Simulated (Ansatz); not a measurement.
# C3H5AlF2: rotation by 120° about the C1–Al2 bond, part 2 of 2

Aim: the minimum-energy path and barrier of the rotation by 120° about the C1–Al2 bond. The ends are relaxed first, then joined by a nudged elastic band. SMILES of the start: [CH3][Al]1[CH2][C]1(F)F.

Ansatz 0.2.0; RKS PBE0/def2-SVP. Earlier steps stand in the parts before.

## (5) The band, image by image

The 5 inner images lie between the fixed ends 0 and 6. Energy is taken from image 0, and the path length is the program's own coordinate along the band.

| image | path (Å) | energy (eV) | dihedral H8–C1–Al2–C3 (°) | band force (eV/Å) |
| --- | --- | --- | --- | --- |
| 0 | 0.000 | 0.0000 | -88 | - |
| 1 | 0.540 | 0.0000 | -109 | 0.023 |
| 2 | 1.081 | 0.0000 | -131 | 0.039 |
| 3 | 1.621 | -0.0001 | -151 | 0.042 |
| 4 | 2.162 | 0.0001 | -170 | 0.031 |
| 5* | 2.702 | 0.0003 | 172 | 0.021 |
| 6 | 3.221 | 0.0005 | 154 | - |

The star marks the climbing image.

image, energy (eV) and a bar:
```
        0      0.000 ###
        1      0.000 #
        2      0.000 #
        3      0.000 
        4      0.000 #######
        5      0.000 ###################
        6      0.001 ##############################
```

The top of the band by iteration:

| iteration | highest image above image 0 (eV) | largest band force (eV/Å) |
| --- | --- | --- |
| 1 | 0.0048 | 0.215 |
| 2 | 0.0011 | 0.092 |
| 3 | 0.0005 | 0.060 |
| 4 | 0.0005 | 0.042 |

Positions of all images (Å):

```xyz
11
image=0 dE=0.0000
C    -1.202   -1.285    1.471
Al   -0.191   -0.154    0.256
C     1.134    0.133   -1.127
C     0.418    1.433   -0.704
F    -0.388    1.890   -1.707
F     1.240    2.445   -0.345
H    -0.616   -2.166    1.778
H    -2.108   -1.656    0.962
H    -1.524   -0.741    2.371
H     1.138   -0.081   -2.206
H     2.164    0.125   -0.729
11
image=1 dE=0.0000
C    -1.215   -1.292    1.456
Al   -0.194   -0.166    0.242
C     1.208    0.151   -1.054
C     0.367    1.411   -0.761
F    -0.386    1.758   -1.845
F     1.083    2.499   -0.395
H    -0.740   -2.274    1.598
H    -2.226   -1.459    1.048
H    -1.339   -0.813    2.440
H     1.301   -0.120   -2.116
H     2.206    0.247   -0.592
11
image=2 dE=0.0000
C    -1.235   -1.297    1.434
Al   -0.205   -0.175    0.226
C     1.272    0.177   -0.975
C     0.324    1.386   -0.820
F    -0.359    1.623   -1.977
F     0.933    2.539   -0.460
H    -0.892   -2.342    1.417
H    -2.304   -1.274    1.170
H    -1.152   -0.922    2.468
H     1.462   -0.145   -2.010
H     2.224    0.372   -0.452
11
image=3 dE=-0.0001
C    -1.257   -1.296    1.415
Al   -0.222   -0.173    0.212
C     1.323    0.210   -0.889
C     0.290    1.358   -0.885
F    -0.308    1.485   -2.104
F     0.793    2.567   -0.546
H    -1.063   -2.365    1.240
H    -2.338   -1.110    1.318
H    -0.980   -1.072    2.459
H     1.610   -0.161   -1.885
H     2.219    0.501   -0.315
11
image=4 dE=0.0001
C    -1.276   -1.292    1.403
Al   -0.236   -0.164    0.209
C     1.364    0.250   -0.801
C     0.264    1.324   -0.951
F    -0.240    1.340   -2.218
F     0.663    2.583   -0.652
H    -1.249   -2.342    1.073
H    -2.325   -0.970    1.477
H    -0.840   -1.258    2.416
H     1.742   -0.167   -1.746
H     2.197    0.638   -0.191
11
image=5 dE=0.0003
C    -1.285   -1.289    1.398
Al   -0.240   -0.158    0.211
C     1.398    0.300   -0.716
C     0.243    1.282   -1.015
F    -0.160    1.189   -2.314
F     0.534    2.581   -0.767
H    -1.448   -2.275    0.933
H    -2.266   -0.855    1.640
H    -0.739   -1.462    2.340
H     1.864   -0.154   -1.603
H     2.164    0.785   -0.086
11
image=6 dE=0.0005
C    -1.273   -1.281    1.417
Al   -0.226   -0.158    0.224
C     1.372    0.251   -0.790
C     0.265    1.317   -0.957
F    -0.217    1.336   -2.231
F     0.656    2.576   -0.646
H    -1.822   -2.035    0.827
H    -2.014   -0.703    1.989
H    -0.625   -1.825    2.123
H     1.735   -0.188   -1.732
H     2.216    0.653   -0.204
```

## (6) Frequencies at the highest image

The geometry is the highest inner image of the first converged band.

Input file input.yaml:

```yaml
crystal:
  periodic: [false, false, false]
  atoms:
    - { symbol: C, position_ang: [-1.28502, -1.288541, 1.398115] }
    - { symbol: Al, position_ang: [-0.239542, -0.158153, 0.210967] }
    - { symbol: C, position_ang: [1.398224, 0.300247, -0.715801] }
    - { symbol: C, position_ang: [0.243262, 1.281793, -1.015059] }
    - { symbol: F, position_ang: [-0.160337, 1.188719, -2.313692] }
    - { symbol: F, position_ang: [0.533958, 2.580646, -0.766761] }
    - { symbol: H, position_ang: [-1.447762, -2.274886, 0.93293] }
    - { symbol: H, position_ang: [-2.26649, -0.854932, 1.639661] }
    - { symbol: H, position_ang: [-0.738597, -1.462175, 2.339718] }
    - { symbol: H, position_ang: [1.863826, -0.154317, -1.603201] }
    - { symbol: H, position_ang: [2.163878, 0.784599, -0.086277] }
basis:
  gaussian: { orbitals: def2-SVP }
hamiltonian:
  xc: pbe0
phonons: {}
```

The run is started by

```bash
ansatz run input.yaml --threads 2 --pin off --max-ram 3072MiB --backend cpu --events-out ev --progress --plain --runs-dir out
```

What it wrote, cut to the lines that bear on the results:

```text
Warning: RAYON_NUM_THREADS=2 ignored (pool sized by the plan → 2); use --threads N
[...]
Functional definition: PBE0
[...]
1212 factors; integrals over basis functions are off by at most 3.2e-4 eV
[...]
mean field -15200.77560168 eV, -558.6181999059 hartree, gradient 2.3e-5 eV, S^2 0.000000; 0 other end points of the search recorded, 0 dependent functions left out
[...]
reference -15200.77563039 eV, -558.6182009610 hartree; 27, 27 occupied and 86, 86 virtual orbitals, 1212 factors
[...]
1212 factors; integrals over basis functions are off by at most 3.2e-4 eV
mean field -15200.77551221 eV, -558.6181966182 hartree, gradient 2.1e-6 eV, S^2 0.000000; 0 other end points of the search recorded, 0 dependent functions left out
[...]
reference -15200.77554092 eV, -558.6181976732 hartree; 27, 27 occupied and 86, 86 virtual orbitals, 1212 factors
[...]
1212 factors; integrals over basis functions are off by at most 3.2e-4 eV
[...]
WARN: phonons: modes at or below zero, which the zero-point energy, F, S and C_V leave out: 1, the lowest at -29.69 cm⁻¹. A minimum has none, and a first-order saddle one
[...]
Atom 2 at     1.398224     0.300247    -0.715801 Å, force    -0.002103    -0.000168    -0.015620 eV/Å
Atom 3 at     0.243262     1.281793    -1.015059 Å, force    -0.003503     0.009543     0.019763 eV/Å
Atom 4 at    -0.160337     1.188719    -2.313692 Å, force     0.006351    -0.004287    -0.004508 eV/Å
Atom 5 at     0.533958     2.580646    -0.766761 Å, force     0.003308    -0.004475    -0.006143 eV/Å
Atom 6 at    -1.447762    -2.274886     0.932930 Å, force    -0.005511    -0.005186    -0.000470 eV/Å
Atom 7 at    -2.266490    -0.854932     1.639661 Å, force    -0.007752    -0.001082     0.002048 eV/Å
Atom 8 at    -0.738597    -1.462175     2.339718 Å, force    -0.002795    -0.000944     0.002268 eV/Å
Atom 9 at     1.863826    -0.154317    -1.603201 Å, force     0.003768     0.001720    -0.000467 eV/Å
Atom 10 at     2.163878     0.784599    -0.086277 Å, force    -0.002283     0.000383     0.003528 eV/Å
Dipole moment:    -0.161837    -0.577449     0.534416 e Å
Vibrations: -29.69 47.69 121.51 136.10 329.34 364.46 431.34 484.20 520.51 636.82 643.09 686.78 759.52 907.80 925.28 1001.02 1168.97 1206.58 1236.36 1348.81 1413.02 1418.39 3053.31 3077.58 3152.05 3168.34 3176.05 cm⁻¹, zero-point energy 1.947476 eV
```

Wall time 3.3 min (2 threads of Intel Xeon Platinum 8259CL at 2.50GHz (Skylake/Cascade Lake), shared host); peak memory 0.27 GiB.

Of 27 modes, none is imaginary by more than 30 cm⁻¹.

## (7) Another band, settings changed

crystal.atoms is end A as relaxed above, and neb.final_atoms is end B, turned to lie on A. With 5 inner images the band has 7 in all.

Input file input.yaml:

```yaml
crystal:
  periodic: [false, false, false]
  atoms:
    - { symbol: C, position_ang: [-1.201712, -1.285268, 1.470798] }
    - { symbol: Al, position_ang: [-0.190765, -0.154426, 0.255527] }
    - { symbol: C, position_ang: [1.134299, 0.133213, -1.126573] }
    - { symbol: C, position_ang: [0.417626, 1.432576, -0.703822] }
    - { symbol: F, position_ang: [-0.387563, 1.889865, -1.707329] }
    - { symbol: F, position_ang: [1.239605, 2.445467, -0.345159] }
    - { symbol: H, position_ang: [-0.615879, -2.165889, 1.778178] }
    - { symbol: H, position_ang: [-2.108247, -1.65593, 0.962452] }
    - { symbol: H, position_ang: [-1.524205, -0.740898, 2.371379] }
    - { symbol: H, position_ang: [1.137766, -0.080999, -2.205771] }
    - { symbol: H, position_ang: [2.164475, 0.125288, -0.72908] }
basis:
  gaussian: { orbitals: def2-SVP }
hamiltonian:
  xc: pbe0
neb:
  order_check: false
  images: 5
  f_tol: 0.05
  max_iterations: 60
  initial_path: idpp
  optimiser: fire
  climbing: immediate
  final_atoms:
    - { symbol: C, position_ang: [-1.21639644, -1.28431313, 1.46285098] }
    - { symbol: Al, position_ang: [-0.21112607, -0.15588425, 0.24016921] }
    - { symbol: C, position_ang: [1.27971208, 0.19315483, -0.94601633] }
    - { symbol: C, position_ang: [0.28671757, 1.37477496, -0.864426] }
    - { symbol: F, position_ang: [-0.34954808, 1.57087373, -2.05297308] }
    - { symbol: F, position_ang: [0.85267856, 2.55066105, -0.50140819] }
    - { symbol: H, position_ang: [-1.91711363, -1.91671199, 0.89157356] }
    - { symbol: H, position_ang: [-1.80885423, -0.69700368, 2.18065229] }
    - { symbol: H, position_ang: [-0.54876605, -1.9584942, 2.02242385] }
    - { symbol: H, position_ang: [1.46725066, -0.18174752, -1.96340902] }
    - { symbol: H, position_ang: [2.23084561, 0.44768919, -0.44883727] }
```

The run is started by

```bash
ansatz run input.yaml --threads 2 --pin off --max-ram 3072MiB --backend cpu --events-out ev --progress --plain --runs-dir out
```

What it wrote, cut to the lines that bear on the results:

```text
Warning: RAYON_NUM_THREADS=2 ignored (pool sized by the plan → 2); use --threads N
[...]
Functional definition: PBE0
[...]
1212 factors; integrals over basis functions are off by at most 3.9e-4 eV
[...]
mean field -15200.77590265 eV, -558.6182109664 hartree, gradient 2.2e-5 eV, S^2 0.000000; 0 other end points of the search recorded, 0 dependent functions left out
[...]
reference -15200.77593128 eV, -558.6182120186 hartree; 27, 27 occupied and 86, 86 virtual orbitals, 1212 factors
1212 factors; integrals over basis functions are off by at most 4.2e-4 eV
[...]
mean field -15200.77537028 eV, -558.6181914022 hartree, gradient 2.4e-5 eV, S^2 0.000000; 0 other end points of the search recorded, 0 dependent functions left out
[...]
reference -15200.77539900 eV, -558.6181924576 hartree; 27, 27 occupied and 86, 86 virtual orbitals, 1212 factors
[...]
Atom 2 at     1.266976     0.178175    -0.970931 Å, force    -0.005709    -0.007709     0.006286 eV/Å
Atom 3 at     0.327847     1.393861    -0.825471 Å, force    -0.006328     0.006053     0.005850 eV/Å
Atom 4 at    -0.351590     1.626817    -1.985637 Å, force    -0.007475    -0.011989     0.022752 eV/Å
Atom 5 at     0.946413     2.546143    -0.476471 Å, force    -0.009513    -0.015584     0.007956 eV/Å
Atom 6 at    -0.880676    -2.336625     1.405059 Å, force     0.003353     0.017301    -0.000007 eV/Å
Atom 7 at    -2.301947    -1.285868     1.164480 Å, force     0.018998     0.015584     0.002976 eV/Å
Atom 8 at    -1.172553    -0.949400     2.487949 Å, force     0.017360     0.027031    -0.043079 eV/Å
Atom 9 at     1.448652    -0.154984    -2.004122 Å, force    -0.003983    -0.001118     0.009582 eV/Å
Atom 10 at     2.224372     0.374142    -0.458136 Å, force    -0.000870    -0.002186     0.007041 eV/Å
Dipole moment:    -0.176400    -0.630209     0.470922 e Å
this run last wrote the band of iteration 12 to <dir>; this run last wrote the band within `neb.f_tol` of iteration 11 to <dir>
```

It took 3 min on 2 threads of Intel Xeon Platinum 8259CL at 2.50GHz (Skylake/Cascade Lake), shared host; peak memory 0.28 GiB.

## (8) What the band shows

Images 0 and 6 are the ends. Energies count from image 0; the path length is the program's own measure over all atoms.

| image | path (Å) | energy (eV) | dihedral H8–C1–Al2–C3 (°) | band force (eV/Å) |
| --- | --- | --- | --- | --- |
| 0 | 0.000 | 0.0000 | -88 | - |
| 1 | 0.536 | 0.0005 | -108 | 0.034 |
| 2* | 1.072 | 0.0014 | -128 | 0.043 |
| 3 | 1.609 | 0.0004 | -149 | 0.038 |
| 4 | 2.153 | 0.0004 | -168 | 0.038 |
| 5 | 2.682 | 0.0010 | 173 | 0.044 |
| 6 | 3.217 | 0.0005 | 154 | - |

The star marks the climbing image.

image, energy (eV) and a bar:
```
        0      0.000 
        1      0.001 ############
        2      0.001 ##############################
        3      0.000 #########
        4      0.000 #########
        5      0.001 #####################
        6      0.001 ###########
```

## (9) Outcome

The summary covers parts 1 to 2.

```
                                quantity                                                      value
                                   end A                                   13 moves, 0.732 eV lower
                                   end B                                    7 moves, 0.755 eV lower
   first band: highest energy, at an end                                                   0.001 eV
first band: second end relative to first                                                  +0.001 eV
               first band: highest image                                  6 of 0 to 6, an end point
             first band: band iterations                                                          4
              imaginary modes at the top                                          none over 30 cm⁻¹
                             second band  top 0.001 eV above image 0, 12 iterations, 5 inner images
             time, first and second band                                          1.8 min and 3 min
```

In the first band: the band is flat to within 2 meV, so it shows no barrier. The listed dihedral goes from -88° at end A through 154° at the highest image to 154° at end B. The image tested for vibrations has no imaginary mode over 30 cm⁻¹, but on so flat a path that settles little. The second band's top lies 1 meV above the first's. Zero-point energy and entropy are left out.
